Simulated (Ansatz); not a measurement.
**AgRh in Ansatz: the effect of functional**

Crystal: AgRh.

```
Ag Rh
1.0
     2.74005    0.00000    0.00000
    -1.37002    2.37295    0.00000
     0.00000    0.00000    4.74361
Ag Rh
1 1
Direct
  0.00000 0.00000 0.50000
  0.66667 0.33333 0.00000
```

The cell comes from a database or a generator and needn't be the stable form of this composition.

The cell isn't the ideal one: volume scaled by 0.96.

Alike in all runs:

```yaml
Program: Ansatz 0.2.0
Task: single point
Potentials_or_basis: Ansatz PAW
k_mesh: 11 × 11 × 6
Occupations: fermi-dirac, width 0.05 eV
Spin: no spin polarisation
```

One run gave: pressure -9.9 GPa. Which functional did it use?
A. r2SCAN
B. PBE
C. LDA

C.

| functional | cutoff | pressure (GPa) |
| --- | --- | --- |
| LDA | 420 eV (not typed: the program's choice for these potentials) | -9.9 |
| r2SCAN | 500 eV (not typed: the program's choice for these potentials) | -0.2 |
| PBE | 420 eV (not typed: the program's choice for these potentials) | 4.3 |

Caveats: the PAW data sets come from PBE, with cores solved anew for the run's functional, which leaves a small shift of forces and pressure (some runs).
